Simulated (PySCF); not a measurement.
# BiCl3 (Bi(Cl)32+): the cost of one run

Method: BP86, Bi def2-SVP with ECP60, Cl def2-SVP; scalar-relativistic core potentials, no spin–orbit coupling; program: PySCF 2.14.0.

2 further runs of the same task are left out: 2 for a known fault of the program.

### 1 The starting structure

4 atoms, charge 2, spin multiplicity 1.

Bond lengths: Bi1–Cl2 2.474 Å, Bi1–Cl3 2.474 Å, Bi1–Cl4 2.474 Å. Angles: Cl2–Bi1–Cl3 120.0°, Cl2–Bi1–Cl4 120.0°, Cl3–Bi1–Cl4 120.0°.

As a file:

```
Bi    0.0000    0.0000    0.0000
Cl    2.4738    0.0000    0.0000
Cl   -1.2369    2.1424    0.0000
Cl   -1.2369   -2.1424    0.0000
```

Formal oxidation states: Bi +5.

### 2 SCF at the start, singlet

run.py (the lines that set the calculation) reads:

```python
mol = gto.M(atom='''
Bi     0.00000     0.00000     0.00000
Cl     2.47380     0.00000     0.00000
Cl    -1.23690     2.14240     0.00000
Cl    -1.23690    -2.14240     0.00000''',
    basis={'Bi': 'def2-SVP', 'Cl': 'def2-SVP'},
    ecp={'Bi': 'def2-SVP'},
    charge=2, spin=0)
mf = dft.RKS(mol, xc='B88,P86')
mf.grids.atom_grid = (50, 194)
mf = mf.density_fit()  # fitting sets: Bi def2-universal-JKFIT, Cl def2-universal-JKFIT
mf.conv_tol = 1e-08; mf.max_cycle = 55
mf.kernel(dm0)  # dm0: free metal ions and neutral atoms
```

Run with:

```
OMP_NUM_THREADS=2 python run.py
```

What time and memory should one allow on 2 threads of Arm Neoverse V1, shared host?

About 2 s, with a peak of 0.32 GiB.
